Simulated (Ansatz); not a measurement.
# One shape, several levels: AlH2Br (SMILES [H][Al]([H])[Br])

Aim: a comparison of 6 runs (PBE0/STO-3G, r2SCAN0/STO-3G, BCCD(T)/STO-3G, CCSDT/STO-3G, CCSD(T)/STO-3G, UCCSD(T)/STO-3G) of AlH2Br. 

Program for the calculation: Ansatz 0.2.0.

51 further runs of the same task are left out: 2 that didn't finish, 49 set aside as unsound or not needed.

**1. Starting point**

The species is AlH2Br (4 atoms), meant as a singlet with charge 0. As SMILES, `[H][Al]([H])[Br]`. The H3–Al1 distance was set to 3.068 Å, away from the relaxed value. At this shape a bond of the SMILES string is far longer than usual.

Bond lengths: Al1–Br4 2.240 Å, Al1–H2 1.534 Å. Angles: H2–Al1–Br4 120.8°.

**2. The energy at PBE0/STO-3G (run 1)**

File run.yaml:

```yaml
crystal:
  periodic: [false, false, false]
  atoms:
    - symbol: Al
      position_ang: [0.812504, -1.207450, 0.023709]
    - symbol: H
      position_ang: [2.346414, -1.209540, 0.034389]
    - symbol: H
      position_ang: [-0.640600, 1.494120, -0.021230]
    - symbol: Br
      position_ang: [-0.338686, -3.129440, 0.030529]
basis:
  gaussian: {orbitals: STO-3G}
magnetization: {spin_polarized: false, initial_magnetization: 0}
hamiltonian: {xc: {name: PBE0}}
accuracy: high
```

Started as:

```console
$ ansatz run run.yaml --threads 1 --pin off --max-ram 2610MiB --events-out events.jsonl --progress --plain --runs-dir runs
```

Standard output:

```text
Warning: RAYON_NUM_THREADS=1 ignored (pool sized by the plan → 1); use --threads N
Functional definition: PBE0
  name "PBE0"
  parameter a = 0.25
  parameter kappa = 0.804
  parameter beta = 0.06672455060314922
  exchange = (1 - a)*pbe_x(kappa = kappa, mu = beta*pi^2/3) + a*exact_x
  correlation = pbe_c(beta = beta)
410 factors; integrals over basis functions are off by at most 9.3e-9 eV
mean field evaluation 1: about -75808.9583 eV, gradient 2.6e1 eV
mean field evaluation 2: about -75799.6504 eV, gradient 3.5e1 eV
mean field evaluation 4: about -75815.6859 eV, gradient 8.5e0 eV
mean field evaluation 8: about -75816.2821 eV, gradient 2.9e-1 eV
mean field evaluation 16: about -75816.2827 eV, gradient 1.3e-6 eV
mean field -75816.28268478 eV, -2786.1969985436 hartree, gradient 1.1e-8 eV, S^2 0.000000; 0 other end points of the search recorded, 0 dependent functions left out
reference -75816.28268619 eV, -2786.1969985953 hartree; 25, 25 occupied and 4, 4 virtual orbitals, 410 factors
Total energy: -75816.28268619 eV, -2786.1969985953 hartree
```

It took 1.3 s on 1 thread of Arm Neoverse V1, shared host; peak memory 0.098 GiB.

**3. A single-point energy at r2SCAN0/STO-3G (run 2)**

File input.yaml:

```yaml
crystal:
  periodic: [false, false, false]
  atoms:
    - {symbol: Al, position_ang: [0.812504, -1.207450, 0.023709]}
    - {symbol: H, position_ang: [2.346414, -1.209540, 0.034389]}
    - {symbol: H, position_ang: [-0.640600, 1.494120, -0.021230]}
    - {symbol: Br, position_ang: [-0.338686, -3.129440, 0.030529]}
basis:
  gaussian: {orbitals: STO-3G}
hamiltonian: {xc: {name: r2SCAN0}}
accuracy: high
```

Started as:

```console
$ ansatz run input.yaml --threads 1 --pin off --max-ram 2610MiB --events-out events.jsonl --progress --plain --runs-dir runs
```

Standard output:

```text
Warning: RAYON_NUM_THREADS=1 ignored (pool sized by the plan → 1); use --threads N
Functional definition: r2SCAN0
  name "r2SCAN0"
[... 1 set-up line as earlier in the session ...]
  parameter k0 = 0.174
  parameter k1 = 0.065
  parameter a1 = 4.9479
  exchange = (1 - a)*r2scan_x(k0 = k0, k1 = k1, a1 = a1) + a*exact_x
  correlation = r2scan_c
410 factors; integrals over basis functions are off by at most 9.3e-9 eV
mean field evaluation 1: about -75821.9877 eV, gradient 2.5e1 eV
mean field evaluation 2: about -75813.6808 eV, gradient 3.1e1 eV
mean field evaluation 4: about -75828.8059 eV, gradient 4.0e0 eV
mean field evaluation 8: about -75828.9252 eV, gradient 4.5e-2 eV
mean field evaluation 16: about -75828.9029 eV, gradient 4.0e-6 eV
mean field -75828.90287224 eV, -2786.6607818783 hartree, gradient 5.9e-9 eV, S^2 0.000000; 0 other end points of the search recorded, 0 dependent functions left out
reference -75828.90287256 eV, -2786.6607818903 hartree; 25, 25 occupied and 4, 4 virtual orbitals, 410 factors
Total energy: -75828.90287256 eV, -2786.6607818903 hartree
```

It took 3.3 s on 1 thread of Arm Neoverse V1, shared host; peak memory 0.14 GiB.

Runs 3 to 5 aren't shown in full; the table further down has their settings and results.

**4. The energy at UCCSD(T)/STO-3G (run 6)**

File molecule.yaml:

```yaml
crystal:
  periodic: [false, false, false]
  atoms:
    - symbol: Al
      position_ang: [0.812504, -1.207450, 0.023709]
    - symbol: H
      position_ang: [2.346414, -1.209540, 0.034389]
    - symbol: H
      position_ang: [-0.640600, 1.494120, -0.021230]
    - symbol: Br
      position_ang: [-0.338686, -3.129440, 0.030529]
basis:
  gaussian:
    orbitals: STO-3G
accuracy: high
scf:
  omitted_lower_state_checks: [cluster_reference, increment]
magnetization:
  spin_polarized: true
  initial_magnetization: 0
correlation:
  method: ccsd_t
  frozen_orbitals: {Al: 5, Br: 9, H: 0}
```

Started as:

```console
$ ansatz run molecule.yaml --threads 1 --pin off --max-ram 2610MiB --events-out events.jsonl --progress --plain --runs-dir runs
```

Standard output, shortened:

```text
Warning: RAYON_NUM_THREADS=1 ignored (pool sized by the plan → 1); use --threads N
Functional definition: HF
  name "HF"
[...]
410 factors; integrals over basis functions are off by at most 9.3e-9 eV
[...]
mean field -75776.62736123 eV, -2784.7396922825 hartree, gradient 7.5e-8 eV, S^2 0.970043; 6 other end points of the search recorded, 0 dependent functions left out
14 core orbitals not correlated: weight in the atoms' cores, before any rotation towards them, 0.999 or more for the frozen orbitals, at most 0.000 for the correlated occupied ones
reference -75776.62736123 eV, -2784.7396922825 hartree; 11, 11 occupied and 4, 4 virtual orbitals, 410 factors
second order -0.59461717 eV of doubles, -0.00000000 eV of singles
cycle   1  -0.75296181 eV  change   -1.6e-1 eV  update   4.6e-2
[...]
cycle  41  -0.93923602 eV  change  -9.0e-10 eV  update   1.0e-9
perturbative correction -0.04055500 eV, -0.0014903687 hartree
Total energy: -75777.60715225 eV, -2784.7756989384 hartree
Checks for a lower state left out: cluster_reference, increment
```

It took 0.84 s on 1 thread of Arm Neoverse V1, shared host.

**5. The series**

```csv
run,level,frozen core orbitals,energy (Eh),wall time
1,PBE0/STO-3G,–,-2786.196999,1.3 s
2,r2SCAN0/STO-3G,–,-2786.660782,3.3 s
3,BCCD(T)/STO-3G,14,-2784.778335,0.38 s
4,CCSDT/STO-3G,14,-2784.778610,0.62 s
5,CCSD(T)/STO-3G,14,-2784.778845,0.34 s
6,UCCSD(T)/STO-3G,14,-2784.775699,0.84 s
```

**6. Results**

```
                                           quantity           value
                                run 6: total energy  -2784.77570 Eh
run 6: correlation energy (14 core orbitals frozen)       -36.0 mEh
                              run 6: (T) correction       -1.49 mEh
           run 6: ⟨S²⟩ of the reference determinant           0.970
                               run 6: T1 diagnostic           0.018
```

What this shows: Totals of different functionals can't be ranked against each other. In run 5 the T1 diagnostic is large, so a single reference may not serve. In runs 3, 4, 5 the log says that unrestricted orbitals would lower the reference, so the values rest on an unstable closed-shell determinant (other closed-shell runs at this shape may share the fault). In runs 1, 2, 3, 4, 5, 6 the basis is minimal, so the values are rough. Spin contamination of the reference: run 6 ⟨S²⟩ = 0.97. Where it is this large, the reference is a mixture of spin states, and values that rest on it are in doubt. All runs together took 6.8 s, the longest 3.3 s.
